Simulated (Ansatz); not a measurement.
Born–Oppenheimer molecular dynamics of a periodic cell of 27 atoms, Li$_{7}$Mg$_{4}$H$_{16}$ (host Li2MgH4, host structure Pbam, one Li atom removed), cell charge -1. It goes on from the last frame of an earlier run, with new velocities.

All numbers below come from DFT r2SCAN, scalar-relativistic, plane waves, PAW in Ansatz. Settings: accuracy low, cutoff 500 eV, k mesh 2x1x2, fermi-dirac smearing 0.05 eV, no spin polarisation.

```
ensemble        : NVT, Langevin thermostat
time step       : 0.5 fs
steps asked     : 50
set temperature : 800 K
friction        : 0.05 /fs
seed            : 393024
```

Frames 0.5 fs apart, positions in Å, forces in eV/Å.

Velocities at 20.0 fs (Å/ps):

```
Li 14.94 0.38 -16.87
Li 4.39 -2.40 10.98
Li 0.96 -15.75 -6.98
Mg -0.02 -6.10 -4.56
Mg 6.37 3.36 -3.05
H -41.74 7.50 20.49
H -1.09 25.51 -18.64
H -53.01 4.60 -1.65
H 3.82 0.92 -9.34
H -4.01 -2.21 -17.93
H -4.13 3.63 44.68
H -58.39 -11.66 2.73
H 3.70 -0.50 13.99
Li -11.85 12.52 4.90
Li 8.86 -8.52 6.64
Li -13.52 -10.06 5.42
Li 5.38 -0.04 2.80
Mg 0.97 -3.91 5.72
Mg 0.44 3.70 3.24
H 1.09 17.05 6.88
H 7.94 -7.66 -20.29
H -13.75 -1.63 -35.12
H 9.21 15.88 -40.28
H 2.82 -33.68 -38.34
H -29.87 1.62 0.99
H -8.35 -9.93 -15.95
H 17.56 -3.69 17.15
```

```xyz
27
Lattice="4.9729 0.0000 0.0000 0.0000 9.3935 0.0000 0.0000 0.0000 5.9084" Properties=species:S:1:pos:R:3:forces:R:3 time_fs=20.0 energy_less_start_eV=1.004 T=572
Li 4.826 2.455 1.385 0.35 0.27 0.37
Li 2.404 2.020 1.483 -0.17 -0.41 0.18
Li 2.671 7.372 1.429 0.01 -0.28 0.08
Mg 2.429 4.468 0.029 -0.10 1.04 -0.09
Mg 0.055 -0.041 0.071 0.12 -0.46 -0.50
H 3.413 5.295 1.528 -0.33 -0.23 -0.35
H 1.277 3.703 1.585 0.57 0.15 -0.43
H 1.132 8.950 1.575 0.65 -0.46 -0.56
H 4.035 0.801 1.315 -0.34 0.17 0.64
H 3.721 2.741 0.020 -0.97 0.84 0.09
H 1.454 6.297 -0.395 0.39 -0.33 0.41
H 1.041 1.728 0.000 0.16 -0.09 -0.09
H 4.234 7.530 0.093 -0.48 0.73 -0.33
Li 4.742 2.971 4.541 0.52 -0.32 -0.40
Li 0.176 6.870 4.348 -0.45 -0.36 -0.01
Li 2.385 1.663 4.330 0.08 0.14 0.08
Li 2.489 7.683 4.329 0.78 -0.79 -0.04
Mg 2.353 4.746 3.023 0.13 0.62 -0.89
Mg 0.127 0.049 2.961 -0.53 -0.02 0.26
H 3.404 5.622 4.289 0.35 -0.75 0.41
H 1.431 3.735 4.147 -0.01 -0.03 1.18
H 1.209 8.747 4.484 -0.43 0.25 -0.01
H 3.970 0.673 4.430 0.11 -0.11 0.28
H 3.662 2.669 3.130 -0.43 0.53 -0.48
H 1.336 6.448 2.833 0.39 -0.07 0.24
H 1.186 1.583 2.999 -0.08 0.10 -0.20
H 3.959 7.946 2.964 -0.28 -0.12 0.18
27
Lattice="4.9729 0.0000 0.0000 0.0000 9.3935 0.0000 0.0000 0.0000 5.9084" Properties=species:S:1:pos:R:3:forces:R:3 time_fs=20.5 energy_less_start_eV=1.048 T=571
Li 4.833 2.456 1.377 0.30 0.25 0.38
Li 2.406 2.018 1.489 -0.15 -0.41 0.19
Li 2.671 7.364 1.426 0.00 -0.28 0.09
Mg 2.430 4.465 0.027 -0.12 1.07 -0.04
Mg 0.058 -0.039 0.070 0.04 -0.48 -0.52
H 3.393 5.301 1.538 -0.27 -0.22 -0.39
H 1.276 3.715 1.576 0.56 0.10 -0.42
H 1.106 8.950 1.573 0.75 -0.49 -0.58
H 4.036 0.802 1.312 -0.38 0.18 0.63
H 3.718 2.742 0.013 -0.98 0.84 0.11
H 1.452 6.298 -0.373 0.39 -0.33 0.36
H 1.014 1.722 0.001 0.24 -0.05 -0.11
H 4.237 7.530 0.099 -0.48 0.73 -0.35
Li 4.736 2.978 4.544 0.52 -0.34 -0.46
Li 0.181 6.866 4.351 -0.46 -0.34 -0.01
Li 2.379 1.659 4.333 0.09 0.13 0.05
Li 2.492 7.683 4.331 0.78 -0.78 -0.04
Mg 2.354 4.744 3.026 0.11 0.68 -0.92
Mg 0.127 0.051 2.963 -0.58 -0.03 0.22
H 3.406 5.633 4.294 0.32 -0.80 0.39
H 1.433 3.732 4.141 -0.03 -0.05 1.21
H 1.204 8.746 4.469 -0.39 0.24 0.05
H 3.976 0.681 4.409 0.08 -0.11 0.36
H 3.662 2.651 3.109 -0.42 0.58 -0.43
H 1.322 6.451 2.835 0.43 -0.11 0.25
H 1.182 1.581 2.992 -0.04 0.13 -0.19
H 3.966 7.945 2.973 -0.31 -0.14 0.17
27
Lattice="4.9729 0.0000 0.0000 0.0000 9.3935 0.0000 0.0000 0.0000 5.9084" Properties=species:S:1:pos:R:3:forces:R:3 time_fs=21.0 energy_less_start_eV=1.090 T=561
Li 4.841 2.458 1.369 0.26 0.23 0.39
Li 2.407 2.016 1.497 -0.13 -0.41 0.18
Li 2.672 7.356 1.423 0.00 -0.28 0.10
Mg 2.430 4.462 0.025 -0.13 1.10 0.01
Mg 0.062 -0.037 0.069 -0.04 -0.48 -0.55
H 3.377 5.308 1.546 -0.22 -0.22 -0.42
H 1.272 3.727 1.564 0.55 0.06 -0.40
H 1.081 8.950 1.570 0.84 -0.52 -0.58
H 4.038 0.803 1.311 -0.42 0.19 0.60
H 3.713 2.743 0.007 -0.99 0.84 0.13
H 1.448 6.296 -0.352 0.40 -0.32 0.33
H 0.989 1.714 0.001 0.32 0.00 -0.13
H 4.240 7.533 0.102 -0.50 0.72 -0.36
Li 4.731 2.984 4.546 0.51 -0.37 -0.50
Li 0.186 6.863 4.355 -0.48 -0.32 -0.01
Li 2.372 1.654 4.335 0.09 0.13 0.02
Li 2.495 7.682 4.334 0.76 -0.76 -0.04
Mg 2.356 4.742 3.029 0.08 0.73 -0.93
Mg 0.127 0.053 2.966 -0.62 -0.05 0.18
H 3.410 5.645 4.301 0.28 -0.85 0.36
H 1.432 3.730 4.141 -0.01 -0.05 1.20
H 1.197 8.749 4.459 -0.33 0.22 0.09
H 3.981 0.688 4.385 0.04 -0.10 0.46
H 3.662 2.634 3.088 -0.42 0.65 -0.38
H 1.306 6.455 2.839 0.47 -0.15 0.26
H 1.177 1.582 2.983 0.00 0.15 -0.17
H 3.968 7.945 2.984 -0.33 -0.15 0.15
27
Lattice="4.9729 0.0000 0.0000 0.0000 9.3935 0.0000 0.0000 0.0000 5.9084" Properties=species:S:1:pos:R:3:forces:R:3 time_fs=21.5 energy_less_start_eV=1.133 T=484
Li 4.847 2.460 1.362 0.22 0.21 0.40
Li 2.409 2.013 1.504 -0.12 -0.40 0.18
Li 2.674 7.349 1.420 0.00 -0.28 0.10
Mg 2.430 4.458 0.024 -0.14 1.13 0.05
Mg 0.065 -0.036 0.068 -0.12 -0.48 -0.57
H 3.364 5.312 1.553 -0.18 -0.22 -0.44
H 1.270 3.736 1.546 0.54 0.04 -0.36
H 1.060 8.954 1.567 0.92 -0.55 -0.57
H 4.039 0.806 1.313 -0.44 0.18 0.56
H 3.708 2.744 -0.001 -0.99 0.84 0.15
H 1.443 6.296 -0.332 0.42 -0.32 0.29
H 0.968 1.708 0.002 0.38 0.04 -0.16
H 4.243 7.536 0.103 -0.51 0.72 -0.36
Li 4.727 2.990 4.548 0.50 -0.39 -0.55
Li 0.190 6.859 4.358 -0.50 -0.30 -0.01
Li 2.365 1.651 4.336 0.10 0.12 0.00
Li 2.498 7.681 4.335 0.74 -0.72 -0.04
Mg 2.358 4.739 3.031 0.06 0.76 -0.92
Mg 0.127 0.056 2.967 -0.66 -0.06 0.14
H 3.417 5.656 4.307 0.23 -0.89 0.33
H 1.430 3.729 4.143 0.00 -0.05 1.18
H 1.187 8.757 4.451 -0.24 0.17 0.13
H 3.986 0.695 4.362 -0.01 -0.09 0.56
H 3.665 2.619 3.069 -0.43 0.71 -0.33
H 1.291 6.460 2.842 0.52 -0.18 0.27
H 1.170 1.585 2.974 0.04 0.18 -0.16
H 3.969 7.946 2.998 -0.35 -0.17 0.12
27
Lattice="4.9729 0.0000 0.0000 0.0000 9.3935 0.0000 0.0000 0.0000 5.9084" Properties=species:S:1:pos:R:3:forces:R:3 time_fs=22.0 energy_less_start_eV=1.170 T=460
Li 4.854 2.464 1.355 0.18 0.19 0.41
Li 2.410 2.009 1.512 -0.10 -0.40 0.17
Li 2.675 7.342 1.417 0.00 -0.28 0.11
Mg 2.430 4.455 0.023 -0.14 1.15 0.08
Mg 0.067 -0.034 0.068 -0.19 -0.46 -0.59
H 3.353 5.316 1.560 -0.15 -0.21 -0.46
H 1.270 3.745 1.525 0.53 0.01 -0.30
H 1.040 8.960 1.565 1.00 -0.59 -0.56
H 4.041 0.811 1.317 -0.47 0.17 0.52
H 3.702 2.747 -0.010 -0.99 0.83 0.18
H 1.440 6.296 -0.311 0.43 -0.31 0.24
H 0.953 1.704 0.003 0.43 0.06 -0.18
H 4.247 7.538 0.102 -0.52 0.72 -0.36
Li 4.723 2.998 4.550 0.50 -0.41 -0.59
Li 0.193 6.855 4.360 -0.51 -0.28 0.01
Li 2.358 1.649 4.338 0.10 0.11 -0.02
Li 2.500 7.680 4.336 0.71 -0.69 -0.04
Mg 2.360 4.737 3.033 0.04 0.78 -0.91
Mg 0.126 0.057 2.969 -0.69 -0.05 0.10
H 3.424 5.664 4.315 0.19 -0.93 0.30
H 1.429 3.725 4.148 0.03 -0.02 1.14
H 1.177 8.764 4.443 -0.15 0.13 0.16
H 3.993 0.703 4.341 -0.05 -0.07 0.65
H 3.669 2.605 3.052 -0.45 0.77 -0.29
H 1.279 6.466 2.845 0.55 -0.22 0.27
H 1.159 1.592 2.964 0.09 0.18 -0.14
H 3.968 7.948 3.014 -0.36 -0.19 0.09
27
Lattice="4.9729 0.0000 0.0000 0.0000 9.3935 0.0000 0.0000 0.0000 5.9084" Properties=species:S:1:pos:R:3:forces:R:3 time_fs=22.5 energy_less_start_eV=1.202 T=460
Li 4.860 2.466 1.349 0.15 0.19 0.42
Li 2.411 2.004 1.520 -0.09 -0.39 0.15
Li 2.675 7.335 1.414 0.00 -0.29 0.11
Mg 2.431 4.452 0.023 -0.15 1.16 0.09
Mg 0.068 -0.033 0.068 -0.25 -0.44 -0.62
H 3.341 5.320 1.564 -0.11 -0.20 -0.46
H 1.270 3.757 1.499 0.51 -0.02 -0.23
H 1.026 8.967 1.561 1.06 -0.62 -0.53
H 4.044 0.816 1.320 -0.49 0.15 0.48
H 3.695 2.749 -0.020 -0.98 0.83 0.22
H 1.439 6.294 -0.292 0.43 -0.28 0.20
H 0.941 1.704 0.004 0.47 0.07 -0.20
H 4.252 7.537 0.100 -0.54 0.72 -0.35
Li 4.718 3.005 4.554 0.51 -0.43 -0.63
Li 0.196 6.852 4.362 -0.52 -0.26 0.02
Li 2.354 1.645 4.340 0.10 0.12 -0.03
Li 2.503 7.678 4.337 0.68 -0.66 -0.03
Mg 2.361 4.736 3.035 0.01 0.78 -0.89
Mg 0.126 0.059 2.971 -0.72 -0.04 0.06
H 3.431 5.670 4.323 0.15 -0.97 0.26
H 1.427 3.720 4.155 0.07 0.02 1.08
H 1.168 8.771 4.435 -0.07 0.09 0.20
H 3.997 0.714 4.325 -0.09 -0.07 0.73
H 3.673 2.593 3.034 -0.46 0.83 -0.25
H 1.268 6.471 2.852 0.59 -0.25 0.27
H 1.147 1.603 2.955 0.13 0.18 -0.12
H 3.966 7.952 3.031 -0.36 -0.20 0.05
27
Lattice="4.9729 0.0000 0.0000 0.0000 9.3935 0.0000 0.0000 0.0000 5.9084" Properties=species:S:1:pos:R:3:forces:R:3 time_fs=23.0 energy_less_start_eV=1.214 T=490
Li 4.866 2.469 1.344 0.11 0.19 0.42
Li 2.411 2.000 1.527 -0.07 -0.38 0.13
Li 2.674 7.327 1.412 0.00 -0.29 0.11
Mg 2.431 4.449 0.023 -0.14 1.18 0.07
Mg 0.070 -0.031 0.068 -0.31 -0.42 -0.64
H 3.326 5.323 1.565 -0.07 -0.18 -0.45
H 1.273 3.770 1.469 0.46 -0.07 -0.13
H 1.018 8.972 1.553 1.09 -0.63 -0.46
H 4.045 0.820 1.324 -0.50 0.13 0.44
H 3.683 2.756 -0.032 -0.96 0.80 0.26
H 1.441 6.290 -0.274 0.42 -0.26 0.16
H 0.928 1.704 0.003 0.50 0.07 -0.22
H 4.256 7.535 0.101 -0.54 0.74 -0.34
Li 4.713 3.011 4.557 0.52 -0.44 -0.66
Li 0.199 6.849 4.364 -0.53 -0.25 0.05
Li 2.351 1.640 4.341 0.09 0.13 -0.04
Li 2.507 7.676 4.338 0.64 -0.64 -0.03
Mg 2.362 4.734 3.038 -0.01 0.79 -0.87
Mg 0.126 0.062 2.973 -0.73 -0.05 -0.01
H 3.438 5.673 4.333 0.12 -1.00 0.22
H 1.426 3.720 4.164 0.08 0.04 1.02
H 1.157 8.777 4.432 0.01 0.05 0.21
H 4.000 0.726 4.311 -0.11 -0.07 0.79
H 3.678 2.583 3.014 -0.48 0.87 -0.20
H 1.259 6.476 2.863 0.62 -0.27 0.25
H 1.137 1.613 2.947 0.16 0.17 -0.11
H 3.962 7.954 3.048 -0.35 -0.20 0.02
27
Lattice="4.9729 0.0000 0.0000 0.0000 9.3935 0.0000 0.0000 0.0000 5.9084" Properties=species:S:1:pos:R:3:forces:R:3 time_fs=23.5 energy_less_start_eV=1.207 T=541
Li 4.873 2.471 1.340 0.07 0.19 0.41
Li 2.411 1.996 1.534 -0.06 -0.37 0.10
Li 2.672 7.320 1.409 0.00 -0.29 0.10
Mg 2.431 4.446 0.023 -0.13 1.21 0.04
Mg 0.071 -0.029 0.067 -0.37 -0.42 -0.65
H 3.313 5.326 1.562 -0.03 -0.17 -0.41
H 1.282 3.782 1.437 0.39 -0.13 -0.02
H 1.017 8.972 1.544 1.08 -0.62 -0.37
H 4.043 0.822 1.328 -0.49 0.12 0.41
H 3.668 2.764 -0.045 -0.93 0.76 0.31
H 1.440 6.286 -0.250 0.42 -0.23 0.11
H 0.914 1.706 0.000 0.52 0.08 -0.23
H 4.259 7.535 0.102 -0.55 0.75 -0.34
Li 4.708 3.018 4.560 0.53 -0.45 -0.69
Li 0.203 6.846 4.365 -0.55 -0.24 0.08
Li 2.349 1.634 4.341 0.08 0.14 -0.04
Li 2.510 7.673 4.340 0.60 -0.61 -0.02
Mg 2.364 4.730 3.039 -0.01 0.80 -0.85
Mg 0.127 0.064 2.975 -0.73 -0.08 -0.11
H 3.445 5.674 4.347 0.08 -1.02 0.18
H 1.427 3.719 4.175 0.09 0.06 0.96
H 1.147 8.784 4.429 0.09 0.02 0.23
H 4.002 0.737 4.296 -0.14 -0.06 0.84
H 3.683 2.576 2.994 -0.50 0.92 -0.16
H 1.254 6.484 2.876 0.65 -0.30 0.23
H 1.128 1.623 2.940 0.19 0.15 -0.10
H 3.955 7.954 3.066 -0.32 -0.19 -0.01
```

Of the whole run (25 fs, mean temperature of the second half 614 K): The mean temperature of the second half is 23 % below the set value. A run of 0.025 ps of so small a system gives no equilibrium averages. Limits of this set-up: coarse k mesh, low accuracy level, charged cell in a uniform background, uncorrected.

The run took 11 min on 1 thread of Intel(R) Xeon(R) Platinum 8259CL CPU @ 2.50GHz (Skylake/Cascade Lake), with other jobs on the host, peak memory 1.1 GiB.
